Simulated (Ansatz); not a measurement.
# C₃H₃B (SMILES B1=CC=C1): one structure at several levels

Aim: energy, forces and dipole at a structure displaced at random from a GFN2-xTB minimum, from CCSD(T) and from density functionals.

Program: Ansatz 0.2.0, Gaussian basis. Level of theory: single points in def2-TZVPP. These are calculated values, not measurements.

Cores are frozen in the correlated methods. B3LYP uses VWN-RPA correlation.

## Step 1: The starting structure

SMILES `B1=CC=C1`, 7 atoms, charge 0, spin multiplicity 1.

Atoms are counted from 1 here; the program's logs count them from 0.

Bond lengths: B1–C2 1.439 Å, B1–C4 1.625 Å, C2–C3 1.616 Å, C2–H5 1.025 Å, C3–C4 1.327 Å, C3–H6 1.028 Å, C4–H7 1.055 Å. Angles: C2–B1–C4 102.7°, B1–C2–C3 73.1°, B1–C2–H5 160.5°, C3–C2–H5 126.4°, C2–C3–C4 108.6°, C2–C3–H6 113.3°, C4–C3–H6 138.0°, B1–C4–C3 75.6°, B1–C4–H7 145.0°, C3–C4–H7 138.9°.

Geometry (Å):

```xyz
7
C3H3B
B     0.5982    0.7622   -0.8179
C    -0.8286    0.5959   -0.7268
C    -0.1687   -0.3888    0.3712
C     1.1501   -0.2459    0.3303
H    -1.8287    0.7077   -0.9211
H    -0.8636   -0.9235    0.9081
H     2.0107   -0.6825    0.7565
```

## Step 2: CCSD(T)/def2-TZVPP

File run/in.yaml:

```yaml
crystal:
  periodic: [false, false, false]
  atoms:
    - {symbol: B, position_ang: [0.598200, 0.762200, -0.817900]}
    - {symbol: C, position_ang: [-0.828600, 0.595900, -0.726800]}
    - {symbol: C, position_ang: [-0.168700, -0.388800, 0.371200]}
    - {symbol: C, position_ang: [1.150100, -0.245900, 0.330300]}
    - {symbol: H, position_ang: [-1.828700, 0.707700, -0.921100]}
    - {symbol: H, position_ang: [-0.863600, -0.923500, 0.908100]}
    - {symbol: H, position_ang: [2.010700, -0.682500, 0.756500]}
basis:
  gaussian: {orbitals: def2-TZVPP}
correlation: {method: ccsd_t}
output: {forces: true}
```

No record of the launch command was kept for these runs.

## Step 3: PBE0-D4/def2-TZVPP

Changes to run/in.yaml since step 2:

```diff
@@ -12,3 +12,3 @@
   gaussian: {orbitals: def2-TZVPP}
-correlation: {method: ccsd_t}
-output: {forces: true}
+hamiltonian: {xc: pbe0, dispersion: d4}
+output: {forces: true, orbitals: {seedname: orbitals}}
```

## Step 4: wB97M-V/def2-TZVPP

Changes to run/in.yaml since step 3:

```diff
@@ -12,3 +12,3 @@
   gaussian: {orbitals: def2-TZVPP}
-hamiltonian: {xc: pbe0, dispersion: d4}
-output: {forces: true, orbitals: {seedname: orbitals}}
+hamiltonian: {xc: {name: wB97M-V}}
+output: {forces: true}
```

## Step 5: r2SCAN-D4/def2-TZVPP

Changes to run/in.yaml since step 4:

```diff
@@ -12,3 +12,3 @@
   gaussian: {orbitals: def2-TZVPP}
-hamiltonian: {xc: {name: wB97M-V}}
+hamiltonian: {xc: r2scan, dispersion: d4}
 output: {forces: true}
```

## Step 6: PBE-D4/def2-TZVPP

Changes to run/in.yaml since step 5:

```diff
@@ -12,3 +12,3 @@
   gaussian: {orbitals: def2-TZVPP}
-hamiltonian: {xc: r2scan, dispersion: d4}
+hamiltonian: {xc: pbe, dispersion: d4}
 output: {forces: true}
```

## Step 7: CAM-B3LYP-D4/def2-TZVPP

Changes to run/in.yaml since step 6:

```diff
@@ -12,3 +12,3 @@
   gaussian: {orbitals: def2-TZVPP}
-hamiltonian: {xc: pbe, dispersion: d4}
+hamiltonian: {xc: {name: CAM-B3LYP}, dispersion: d4}
 output: {forces: true}
```

## Step 8: B3LYP-D4/def2-TZVPP

Changes to run/in.yaml since step 7:

```diff
@@ -12,3 +12,3 @@
   gaussian: {orbitals: def2-TZVPP}
-hamiltonian: {xc: {name: CAM-B3LYP}, dispersion: d4}
+hamiltonian: {xc: {name: B3LYP}, dispersion: d4}
 output: {forces: true}
```

(Steps that only read results are left out.)

**Question.** What will these runs give? Wanted: energy less free atoms, CCSD(T)/def2-TZVPP; RMS force component; RMS force error; HOMO and LUMO, PBE0-D4; T1 diagnostic.

**Answer**, as computed:

| quantity | value |
| --- | --- |
| energy less free atoms, CCSD(T)/def2-TZVPP | -28.673 eV |
| RMS force component | 1.420 to 1.745 eV/Å over the methods |
| RMS force error | PBE0-D4 0.384, wB97M-V 0.341, r2SCAN-D4 0.332, PBE-D4 0.271, CAM-B3LYP-D4 0.439, B3LYP-D4 0.272 eV/Å |
| HOMO and LUMO, PBE0-D4 | -5.14 and -2.03 eV |
| T1 diagnostic | 0.024 |

What this shows: Against CCSD(T) the functionals' energies less atoms differ by -2.329 to -0.868 eV, PBE-D4 by -2.329 eV. A larger basis would deepen the CCSD(T) value, while the functionals are nearly converged already, so the order here is not reliable. The forces of PBE-D4 come nearest to CCSD(T), those of CAM-B3LYP-D4 are farthest. Frozen-core CCSD(T) forces in triple zeta carry basis errors of their own, and this is one geometry, so small gaps rank nothing. The restricted Hartree–Fock reference is unstable towards an unrestricted one at one or more of these structures.
